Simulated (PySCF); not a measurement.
# [Tm(OH)3(NH3)]−: other functionals and bases at one geometry

The task here is to estimate one member of a computed series from the others.

The runs use PySCF 2.14.0; several levels, as the steps say, no spin–orbit coupling.

1 further run of the same task is left out (for a known fault of the program).

### The system as given

11 atoms, charge -1, spin multiplicity 1.

Bond lengths: Tm1–O2 2.228 Å, Tm1–O4 2.231 Å, Tm1–O6 2.229 Å, Tm1–N8 2.654 Å, O2–H3 0.959 Å, O4–H5 0.959 Å, O6–H7 0.958 Å, N8–H9 1.017 Å, N8–H10 1.016 Å, N8–H11 1.017 Å. Angles: O2–Tm1–O4 119.1°, O2–Tm1–O6 119.5°, O2–Tm1–N8 94.7°, O4–Tm1–O6 119.9°, O4–Tm1–N8 93.3°, O6–Tm1–N8 94.1°, Tm1–O2–H3 164.0°, Tm1–O4–H5 162.8°, Tm1–O6–H7 165.7°, Tm1–N8–H9 110.2°, Tm1–N8–H10 111.1°, Tm1–N8–H11 109.2°, H9–N8–H10 108.8°, H9–N8–H11 108.7°, H10–N8–H11 108.8°.

Coordinates:

```xyz
11
H6NO3Tm
Tm    0.20173   -0.23958    0.29134
O     1.16411    1.46505    1.35435
H     1.80027    2.06575    1.74588
O    -1.57275   -1.23008    1.21114
H    -2.20925   -1.56218    1.84657
O     1.26849   -1.22181   -1.40115
H     1.62672   -1.84008   -2.03910
N    -1.28254    1.29682   -1.28361
H    -1.79698    1.97509   -0.72792
H    -0.70642    1.79397   -1.95747
H    -1.94778    0.71563   -1.78685
```

Formal oxidation states: Tm +2. Each metal's 13 4f electrons lie in its core potential, so multiplicities, spins and levels count the valence alone. An earlier session relaxed this geometry at PBE0, Tm lcecp-0-SVP with ECP59, O def2-SVP, H def2-SVP, N def2-SVP (singlet, point group C1).

At PBE0 on the finer grid: E = -316.121775 Eh, frontier levels not given, since the 4f levels lie in the core, Mulliken charge on Tm1 +0.39 e, largest force component 0.023 eV/Å. 

Levels to run: BLYP; revPBE; PBE0, TZVP. Hardware: 2 threads of AMD EPYC 7R43 (Zen 3), shared host.

Set-up of the first run:

run.py (the lines that set the calculation) reads:

```python
mol = gto.M(atom='''
Tm     0.20173    -0.23958     0.29134
O      1.16411     1.46505     1.35435
H      1.80027     2.06575     1.74588
O     -1.57275    -1.23008     1.21114
H     -2.20925    -1.56218     1.84657
O      1.26849    -1.22181    -1.40115
H      1.62672    -1.84008    -2.03910
N     -1.28254     1.29682    -1.28361
H     -1.79698     1.97509    -0.72792
H     -0.70642     1.79397    -1.95747
H     -1.94778     0.71563    -1.78685''',
    basis={'Tm': 'lcecp-0-SVP', 'O': 'def2-SVP', 'H': 'def2-SVP', 'N': 'def2-SVP'},
    ecp={'Tm': 'lcecp-0-SVP'},
    charge=-1, spin=0)
mf = dft.RKS(mol, xc='BLYP')
mf.grids.atom_grid = (75, 302)  # f atoms: unpruned, at least (60, 302)
mf = mf.density_fit()  # fitting sets: Tm AutoAux, O def2-universal-JKFIT, H def2-universal-JKFIT, N def2-universal-JKFIT
mf.conv_tol = 1e-08; mf.max_cycle = 55
mf.kernel(dm0)  # dm0: the density of the relaxed state
```

Command:

```console
> OMP_NUM_THREADS=2 python run.py
```

Steps of the session up to this table: BLYP; revPBE; PBE0, TZVP.

One of the session's tables, all rows but one given; the rest of the session is left out.

| level | charge on Tm1 (e) | dipole (D) | largest force component (eV/Å) |
| --- | --- | --- | --- |
| PBE0 (relaxed here) | 0.39 | 3.99 | 0.02 |
| BLYP | ? | ? | ? |
| revPBE | 0.18 | 4.00 | 0.44 |
| PBE0, TZVP | 1.11 | 3.66 | 0.31 |

**Question.** Estimate the row for BLYP.

The run gave: charge on Tm1 (e): 0.09; dipole (D): 4.02; largest force component (eV/Å): 0.51. In the column «charge on Tm1 (e)» it is the lowest.

The dipole of a charged species depends on the origin, so these sizes hold for this origin alone.

The largest leftover force, 0.51 eV/Å with BLYP, stands at a geometry relaxed at another level. With 4f in the core, its levels are missing from HOMO and gap, and its count is fixed, so no charge can pass from the ligands into it. Total energies of different levels can't be compared.
